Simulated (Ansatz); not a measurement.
# CH2ClInSe: geometry optimisation

Aim: relax CH2ClInSe at this level.

Computed with Ansatz 0.2.0. Level: RKS B3LYP-D4/def2-SVPD.

1 further run of the same task is left out (set aside as unsound or not needed).

### 1 Where the work starts

SMILES `[Cl][In]1[CH2][Se]1`, 6 atoms, charge 0, spin multiplicity 1.

Atoms are counted from 1 here; the program's logs count them from 0.

Bond lengths: Cl1–In2 2.347 Å, In2–C3 2.139 Å, In2–Se4 2.532 Å, C3–Se4 2.089 Å, C3–H5 1.102 Å, C3–H6 1.102 Å. Angles: Cl1–In2–C3 166.4°, Cl1–In2–Se4 141.3°, C3–In2–Se4 52.3°, In2–C3–Se4 73.6°, In2–C3–H5 118.0°, In2–C3–H6 118.0°, Se4–C3–H5 113.6°, Se4–C3–H6 113.6°, H5–C3–H6 113.9°, In2–Se4–C3 54.1°.

Geometry (Å):

```xyz
6
charge 0, multiplicity 1
Cl    0.1150   -3.2464    1.2222
In   -0.0210   -1.0763    0.3377
C     0.1986    1.0034   -0.1111
Se   -1.2081    0.2534   -1.4610
H    -0.2200    1.7327    0.6013
H     1.1355    1.3330   -0.5890
```

### 2 Relaxation

input.yaml reads:

```yaml
crystal:
  periodic: [false, false, false]
  atoms:
    - { symbol: Cl, position_ang: [0.115029, -3.246396, 1.222182] }
    - { symbol: In, position_ang: [-0.020998, -1.07627, 0.337661] }
    - { symbol: C, position_ang: [0.19859, 1.003427, -0.111144] }
    - { symbol: Se, position_ang: [-1.208148, 0.253433, -1.461042] }
    - { symbol: H, position_ang: [-0.219966, 1.732748, 0.601298] }
    - { symbol: H, position_ang: [1.135492, 1.333047, -0.588965] }
basis:
  gaussian: { orbitals: def2-SVPD }
hamiltonian:
  xc: { name: B3LYP }
  dispersion: d4
output:
  forces: true
relax:
  f_tol: 0.003
  max_steps: 120
```

Launch:

```
ansatz run input.yaml --threads 1 --pin off --max-ram 2560MiB --backend cpu --events-out ev --progress --plain --runs-dir out
```

The program printed:

```text
Warning: RAYON_NUM_THREADS=1 ignored (pool sized by the plan → 1); use --threads N
The last accepted step is kept in <dir> (removed where the run ends without a failure and the disk answers)
Engine: ansatz 0.2.0, aarch64-unknown-linux-gnu
Functional definition: B3LYP
  parameter a0 = 0.2
  parameter ax = 0.72
  parameter ac = 0.81
  exchange = (1 - a0 - ax)*slater_x + ax*b88_x + a0*exact_x
  correlation = (1 - ac)*vwn_rpa_c + ac*lyp_c
1522 factors; integrals over basis functions are off by at most 1.6e-4 eV
mean field evaluation 1: about -84099.7915 eV, gradient 5.1e1 eV
mean field evaluation 2: about -84081.6244 eV, gradient 8.3e1 eV
mean field evaluation 4: about -84106.8047 eV, gradient 7.5e0 eV
mean field evaluation 8: about -84106.9788 eV, gradient 2.7e-1 eV
mean field evaluation 16: about -84106.9791 eV, gradient 3.0e-5 eV
mean field -84106.97906774 eV, -3090.8744709816 hartree, gradient 3.0e-5 eV, S^2 0.000000; 0 other end points of the search recorded, 0 dependent functions left out
the calculation of the forces begins
reference -84106.97933222 eV, -3090.8744807009 hartree; 40, 40 occupied and 96, 96 virtual orbitals, 1522 factors
relax step   1: F+E_penalty+E_count = -84107.24612173 eV  Δ(F+E_penalty+E_count) = +0.000e0 eV  max|allowed force component| = 2.622e-1 eV/Å  Δτ_max = 0.0000 Å  (28 SCF iters, accepted)
these checks for a lower state are left out or cut short: starts, cluster_reference, orbital_swaps, neighbouring_geometries, increment
1522 factors; integrals over basis functions are off by at most 1.6e-4 eV
mean field -84106.98171147 eV, -3090.8745681366 hartree, gradient 1.6e-5 eV, S^2 0.000000; 0 other end points of the search recorded, 0 dependent functions left out
the calculation of the forces begins
reference -84106.98197574 eV, -3090.8745778485 hartree; 40, 40 occupied and 96, 96 virtual orbitals, 1522 factors
relax step   2: F+E_penalty+E_count = -84107.24886548 eV  Δ(F+E_penalty+E_count) = -2.744e-3 eV  max|allowed force component| = 8.178e-2 eV/Å  Δτ_max = 0.0077 Å  (32 SCF iters, accepted)
these checks for a lower state are left out or cut short: starts, cluster_reference, orbital_swaps, neighbouring_geometries, increment
1522 factors; integrals over basis functions are off by at most 1.6e-4 eV
mean field -84106.98178447 eV, -3090.8745708196 hartree, gradient 1.6e-5 eV, S^2 0.000000; 0 other end points of the search recorded, 0 dependent functions left out
the calculation of the forces begins
reference -84106.98204865 eV, -3090.8745805279 hartree; 40, 40 occupied and 96, 96 virtual orbitals, 1522 factors
relax step   3: F+E_penalty+E_count = -84107.24900663 eV  Δ(F+E_penalty+E_count) = -1.411e-4 eV  max|allowed force component| = 2.285e-2 eV/Å  Δτ_max = 0.0061 Å  (32 SCF iters, accepted)
these checks for a lower state are left out or cut short: starts, cluster_reference, orbital_swaps, neighbouring_geometries, increment
1522 factors; integrals over basis functions are off by at most 1.6e-4 eV
mean field evaluation 32: about -84106.9650 eV, gradient 5.4e-1 eV
mean field -84106.98192502 eV, -3090.8745759846 hartree, gradient 1.7e-5 eV, S^2 0.000000; 0 other end points of the search recorded, 0 dependent functions left out
the calculation of the forces begins
reference -84106.98218922 eV, -3090.8745856937 hartree; 40, 40 occupied and 96, 96 virtual orbitals, 1522 factors
relax step   4: F+E_penalty+E_count = -84107.24912054 eV  Δ(F+E_penalty+E_count) = -1.139e-4 eV  max|allowed force component| = 5.659e-3 eV/Å  Δτ_max = 0.0031 Å  (34 SCF iters, accepted)
these checks for a lower state are left out or cut short: starts, cluster_reference, orbital_swaps, neighbouring_geometries, increment
1522 factors; integrals over basis functions are off by at most 1.6e-4 eV
mean field -84106.98191278 eV, -3090.8745755347 hartree, gradient 2.6e-5 eV, S^2 0.000000; 0 other end points of the search recorded, 0 dependent functions left out
the calculation of the forces begins
reference -84106.98217697 eV, -3090.8745852436 hartree; 40, 40 occupied and 96, 96 virtual orbitals, 1522 factors
relax step   5: F+E_penalty+E_count = -84107.24912383 eV  Δ(F+E_penalty+E_count) = -3.295e-6 eV  max|allowed force component| = 3.845e-3 eV/Å  Δτ_max = 0.0007 Å  (22 SCF iters, accepted)
these checks for a lower state are left out or cut short: starts, cluster_reference, orbital_swaps, neighbouring_geometries, increment
1522 factors; integrals over basis functions are off by at most 1.6e-4 eV
mean field -84106.98190280 eV, -3090.8745751679 hartree, gradient 2.7e-5 eV, S^2 0.000000; 0 other end points of the search recorded, 0 dependent functions left out
the calculation of the forces begins
reference -84106.98216698 eV, -3090.8745848765 hartree; 40, 40 occupied and 96, 96 virtual orbitals, 1522 factors
relax step   6: F+E_penalty+E_count = -84107.24912651 eV  Δ(F+E_penalty+E_count) = -2.674e-6 eV  max|allowed force component| = 2.004e-3 eV/Å  Δτ_max = 0.0011 Å  (23 SCF iters, accepted)
1522 factors; integrals over basis functions are off by at most 1.6e-4 eV
mean field evaluation 64: about -84106.9819 eV, gradient 3.0e-5 eV
mean field -84106.98190280 eV, -3090.8745751679 hartree, gradient 2.7e-5 eV, S^2 0.000000; 1 other end points of the search recorded, 0 dependent functions left out
the calculation of the forces begins
reference -84106.98216698 eV, -3090.8745848765 hartree; 40, 40 occupied and 96, 96 virtual orbitals, 1522 factors
Total energy: -84107.24939069 eV, -3090.8844051667 hartree
Atom 0 at     0.114431    -3.243514     1.220370 Å, force    -0.000079    -0.000997     0.000251 eV/Å
Atom 1 at    -0.017782    -1.073914     0.340670 Å, force     0.000793     0.002004     0.000217 eV/Å
Atom 2 at     0.198195     1.002717    -0.111275 Å, force    -0.001212    -0.001685    -0.000799 eV/Å
Atom 3 at    -1.205351     0.257430    -1.459230 Å, force     0.000270     0.000734     0.000059 eV/Å
Atom 4 at    -0.216610     1.726903     0.594675 Å, force    -0.000297     0.000092     0.000499 eV/Å
Atom 5 at     1.127117     1.330366    -0.585220 Å, force     0.000525    -0.000149    -0.000227 eV/Å
Dipole moment:     0.319288     0.191709     0.299199 e Å
```

Wall time 78 s (1 thread of Arm Neoverse V1, shared host); peak memory 0.4 GiB.

The steps of the relaxation:

```csv
step,energy from step 1 (eV),largest force component (eV/Å)
1,0.0000,0.2622
2,-0.0027,0.0818
3,-0.0029,0.0228
4,-0.0030,0.0057
5,-0.0030,0.0038
6,-0.0030,0.0020
```

Close pairs (by a distance rule), those that changed most:

```csv
bond,before (Å),after (Å),change (Å)
C3–H6,1.102,1.093,-0.009
C3–H5,1.102,1.093,-0.009
C3–Se4,2.089,2.084,-0.005
In2–C3,2.139,2.136,-0.003
Cl1–In2,2.347,2.345,-0.003
In2–Se4,2.532,2.534,+0.002
```

### 3 Summary of results

| quantity | value |
| --- | --- |
| energy gained | 0.0030 eV |
| root mean square move | 0.006 Å |
| dipole moment | 2.29 D |

What this shows: Bond lengths: Cl1–In2 2.345 Å, In2–C3 2.136 Å, In2–Se4 2.534 Å, C3–Se4 2.084 Å, C3–H5 1.093 Å, C3–H6 1.093 Å. Angles: Cl1–In2–C3 166.7°, Cl1–In2–Se4 141.2°, C3–In2–Se4 52.2°, In2–C3–Se4 73.8°, In2–C3–H5 118.0°, In2–C3–H6 118.0°, Se4–C3–H5 113.5°, Se4–C3–H6 113.5°, H5–C3–H6 113.8°, In2–Se4–C3 54.0°. No frequencies were computed here.
